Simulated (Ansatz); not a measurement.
# ClFH3NSn: one species, many methods

How much do the methods differ for ClFH3NSn? The plan is to run it at one geometry with functionals of several rungs and with coupled cluster, and see how far each lands from CCSD(T) at the basis-set limit for the atomisation energy.

Computed with Ansatz 0.2.0, Gaussian basis. Level: functionals in def2-TZVPP, the program's frozen cores in correlated methods.

Plan: LDA (SPW92), PBE-D4, revPBE-D4, BLYP-D4, r2SCAN-D4, B97M-V, PBE0-D4, B3LYP-D4, r2SCANh-D4, r2SCAN0-D4, HSE06-D4, BHLYP-D4, CAM-B3LYP-D4, LC-ωPBE, ωB97X-V, ωB97M-V, B2PLYP, PBE-QIDH; CCSD(T)/def2-SVP; CCSD(T)/def2-TZVPP; MP2/def2-QZVPP; extrapolation to the limit; RPA on PBE.

## (1) The relaxed structure

All runs share one geometry, relaxed beforehand with PBE0-D4 in a triple-zeta def2 set. Sn takes the def2 core potential; no spin-orbit term is included.

7 atoms, charge 0, spin multiplicity 1.

Atoms are counted from 1 here; the program's logs count them from 0.

Bond lengths: N1–Sn2 1.996 Å, N1–H5 1.013 Å, N1–H6 1.012 Å, Sn2–F3 1.920 Å, Sn2–Cl4 2.306 Å, Sn2–H7 1.691 Å. Angles: Sn2–N1–H5 112.3°, Sn2–N1–H6 113.8°, H5–N1–H6 108.3°, N1–Sn2–F3 110.0°, N1–Sn2–Cl4 106.1°, N1–Sn2–H7 116.5°, F3–Sn2–Cl4 105.4°, F3–Sn2–H7 106.0°, Cl4–Sn2–H7 112.5°.

## (2) LDA

This LDA is Slater exchange with PW92 correlation.

in.yaml

```yaml
crystal:
  periodic: [false, false, false]
  atoms:
    - {symbol: N, position_ang: [-0.648091, 1.112535, 0.294321]}
    - {symbol: Sn, position_ang: [0.507402, -0.500788, 0.079690]}
    - {symbol: F, position_ang: [0.969555, -0.735406, -1.768897]}
    - {symbol: Cl, position_ang: [-0.817604, -2.310747, 0.612487]}
    - {symbol: H, position_ang: [-1.606334, 0.939301, 0.016967]}
    - {symbol: H, position_ang: [-0.313535, 1.925280, -0.208342]}
    - {symbol: H, position_ang: [1.969807, -0.498174, 0.927974]}
basis:
  gaussian: {orbitals: def2-TZVPP}
hamiltonian: {xc: lda}
output: {orbitals: {seedname: orbitals}}
```

The runs that follow: PBE-D4 (GGA); revPBE-D4 (GGA); BLYP-D4 (GGA); r2SCAN-D4 (meta-GGA); B97M-V (meta-GGA); PBE0-D4 (hybrid); B3LYP-D4 (hybrid); r2SCANh-D4 (hybrid); r2SCAN0-D4 (hybrid); HSE06-D4 (hybrid); BHLYP-D4 (hybrid); CAM-B3LYP-D4 (range-separated); LC-ωPBE-D4 (range-separated); ωB97X-V (range-separated); ωB97M-V (range-separated); B2PLYP (double hybrid); PBE-QIDH (double hybrid); CCSD(T) in def2-SVP; CCSD(T) in def2-TZVPP; MP2 in def2-QZVPP; RPA on PBE orbitals.

Before running them: what should the planned runs give, taken together? Wanted: atomisation energy, CCSD(T)/CBS; farthest beyond LDA; mean size of error, GGA; mean size of error, meta-GGA; mean size of error, hybrid; mean size of error, range-separated; mean size of error, double hybrid; gap, smallest and largest; T1 diagnostic.

As calculated:

```
                               quantity                                  value
        atomisation energy, CCSD(T)/CBS                         507.3 kcal/mol
functionals within 5.1 kcal/mol (1.0 %)                PBE-D4, B97M-V, ωB97X-V
                    farthest beyond LDA              BHLYP-D4 (-30.0 kcal/mol)
                mean size of error, GGA                           7.7 kcal/mol
           mean size of error, meta-GGA                           4.7 kcal/mol
             mean size of error, hybrid                          16.9 kcal/mol
    mean size of error, range-separated                           5.4 kcal/mol
      mean size of error, double hybrid                          15.8 kcal/mol
              gap, smallest and largest  4.49 eV (BLYP-D4), 12.27 eV (LC-ωPBE)
                          T1 diagnostic                                 0.0128
triples share of the correlation energy                                  3.3 %
```

What this shows: LDA overbinds by 75.7 kcal/mol (15 %). PBE-D4 is off by +2.8 kcal/mol. Double hybrids carry the basis error of their MP2 part in triple zeta, and no dispersion term here, so their miss is partly the set-up's. Taken by rung, meta-GGA functionals do best (4.7 kcal/mol on average) and hybrid ones worst beyond LDA (16.9 kcal/mol). The gap between the best rungs is small, so their order is not settled. The mean of the hybrids holds BHLYP, with half exact exchange. Misses under about 5.1 kcal/mol are within the doubt on the reference itself, which lacks core-valence correlation, spin-orbit coupling and higher excitations, and its outer-core shells are covered unevenly. All levels share the lack of spin-orbit coupling, which lowers the free heavy atoms and so the true binding. Hartree-Fock recovers 65 % of the binding; the rest is correlation. CCSD(T) in def2-SVP is off by -56.2 kcal/mol, so the small basis spoils what the method gains. Orbital gaps span 4.5 to 12.3 eV; exact exchange widens them. Correlated methods include outer-core shells of Sn, which these sets cover unevenly.
